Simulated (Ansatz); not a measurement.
# BaAs2Ru2: further runs on the relaxed cell

The task here is to estimate one member of a computed series from the others.

Program: Ansatz 0.2.0. Level of theory: DFT PBEsol, scalar-relativistic, plane waves, PAW. These are calculated values, not measurements.

1 further run of the same task is left out (set aside as unsound or not needed).

**The starting structure**

Symmetry: I4/mmm, No. 139, tetragonal system. The conventional cell has a = 4.142 Å, b = 4.142 Å, c = 12.059 Å, α = 90.00°, β = 90.00°, γ = 90.00°. Around Ba (site symmetry 4/mmm) lie 8 As at 3.43 Å and 8 Ru at 3.66 Å. Around As (site symmetry 4mm) lie 4 Ru at 2.41 Å and 4 Ba at 3.43 Å. Ru (site symmetry -4m2) is surrounded by 4 As at 2.41 Å.

As a file:

```
Ba As Ru
1.0
    -2.07119    2.07119    6.02939
     2.07119   -2.07119    6.02939
     2.07119    2.07119   -6.02939
Ba As Ru
1 2 2
Direct
  0.00000 0.00000 0.00000
  0.64801 0.64801 0.00000
  0.35199 0.35199 0.00000
  0.75000 0.25000 0.50000
  0.25000 0.75000 0.50000
```

It goes back to an entry of the Materials Project.

It is the result of an earlier relaxation at this level (volume 20.69 Å³/atom; gap on the mesh: none (metal)).

Set-up of the first run:

Input file input.yaml:

```yaml
crystal:
  lattice:
    - [-2.0711868295, 2.0711868295, 6.0293922865]
    - [2.0711868295, -2.0711868295, 6.0293922865]
    - [2.0711868295, 2.0711868295, -6.0293922865]
  atoms:
    - { symbol: Ba, position: [0.0, 0.0, 0.0] }
    - { symbol: As, position: [0.6480117222, 0.6480117222, 0.0] }
    - { symbol: As, position: [0.3519882778, 0.3519882778, 0.0] }
    - { symbol: Ru, position: [0.75, 0.25, 0.5] }
    - { symbol: Ru, position: [0.25, 0.75, 0.5] }
basis:
  ecutwfc: 420
kpoints:
  mp_grid: { grid: [12, 12, 12] }
  band_path:
    path:
      - [[0.0, 0.0, 0.0], [0.0, 0.0, 0.5], [0.25, 0.25, 0.25], [0.0, 0.5, 0.0], [0.0, 0.0, 0.0], [0.5, 0.5, -0.5], [0.27950064, 0.72049936, -0.27950064]]
      - [[-0.27950064, 0.27950064, 0.27950064], [0.0, 0.0, 0.0]]
      - [[0.0, 0.0, 0.5], [-0.05900129, 0.05900129, 0.5]]
      - [[0.5, 0.5, -0.05900129], [0.5, 0.5, -0.5]]
    npoints: 14
hamiltonian:
  xc: pbesol
scf:
  occupations: { method: gaussian, width: 0.1 }
  n_extra_bands: 12
output:
  forces: true
  stress: true
  eigenvalues: true
  populations: true
  dos: { projected: true, de: 0.02, nscf_kmesh: { grid: [18, 18, 18] } }
  bader: true
  write_density: true
  write_potential: true
  elf: true
  volumetric_format: npy
```

Run with:

```bash
> ansatz run input.yaml --threads 2 --pin off --max-ram 5120MiB --backend cpu --events-out ev --progress --plain --runs-dir out
```

Among the steps run: Static run: bands, density of states and charges; Point at V/V0 = 0.97; Point at V/V0 = 1.03; Volume × 0.94; Point at V/V0 = 1.06.

One table of the session follows, with a row left open; its other results are not shown here.

It belongs to the step «Equation of state». 

| volume (Å³/atom) | energy above the lowest point (meV/atom) | pressure (GPa) |
| --- | --- | --- |
| 19.450 | 20.7 | 5.62 |
| 20.071 | 4.9 | 2.60 |
| 20.692 | 0.0 | 0.00 |
| 21.313 | ? | ? |
| 21.934 | 16.7 | -4.11 |

Q: Estimate the row for volume (Å³/atom) = 21.313 from the others.

Worked estimate for «energy above the lowest point (meV/atom)». A straight line through the neighbours (20.692, 0.0) and (21.934, 16.7) gives 0.0 + (16.7 − 0.0) × (21.313 − 20.692) / (21.934 − 20.692) = 8.3; a parabola fitted to 3 rows on both sides gives 3.9.

The run gave: energy above the lowest point (meV/atom): 4.4; pressure (GPa): -2.23. In «energy above the lowest point (meV/atom)» the line misses by +3.9 and the parabola by -0.5.
